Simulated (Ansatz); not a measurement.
# Cu3Rh under changes of volume

One of the cells (12.156 Å³/atom); the others are scaled copies at fixed shape and fractional positions:

```xyz
4
Lattice="-1.8374 1.8374 3.6006 1.8374 -1.8374 3.6006 1.8374 1.8374 -3.6006" Properties=species:S:1:pos:R:3 pbc="T T T"
Rh    0.0000    0.0000    0.0000
Cu    0.0000    0.0000    3.6006
Cu    1.8374    0.0000    1.8003
Cu    0.0000    1.8374    1.8003
```

The cell comes from a database or a generator and needn't be the stable form of this composition.

```yaml
Program: Ansatz 0.2.0
Functional: PBEsol
Potentials_or_basis: all-electron LAPW, scalar-relativistic
Cutoff: 298 eV (chosen from the basis error)
Basis_error_allowed: 0.001 eV/atom
k_mesh: 10 × 10 × 10
Occupations: fermi-dirac, width 0.05 eV
Spin: no spin polarisation
```

| volume (Å³/atom) | energy over the lowest point (meV/atom) | pressure (GPa) |
| --- | --- | --- |
| 11.426 | 17.42 | 10.6 |
| 11.669 | 5.18 | 5.7 |
| 11.913 | 0.00 | 1.3 |
| 12.156 | 1.03 | -2.5 |
| 12.399 | 7.56 | -5.9 |
| 12.642 | ? | ? |
| 12.885 | 34.60 | -11.6 |

Problem. What does the run at 12.642 Å³/atom give?

Solution. Energy over the lowest point 18.94 meV/atom; pressure -8.9 GPa.

Worked out: A Birch-Murnaghan fit of order 3 (a polynomial in V^(-2/3)) to the other rows has its minimum at 11.99 Å³/atom with B0 = V·E''(V) = 194 GPa and B' = 5.1 at fixed shape and positions, which overstates the stiffness. It gives 18.94 meV/atom at 12.642 Å³/atom, against the run's 18.94, and -dE/dV = -9.0 GPa, against -8.9.

Energies are extrapolated to zero smearing.

The runs don't all hold the same shells in valence.
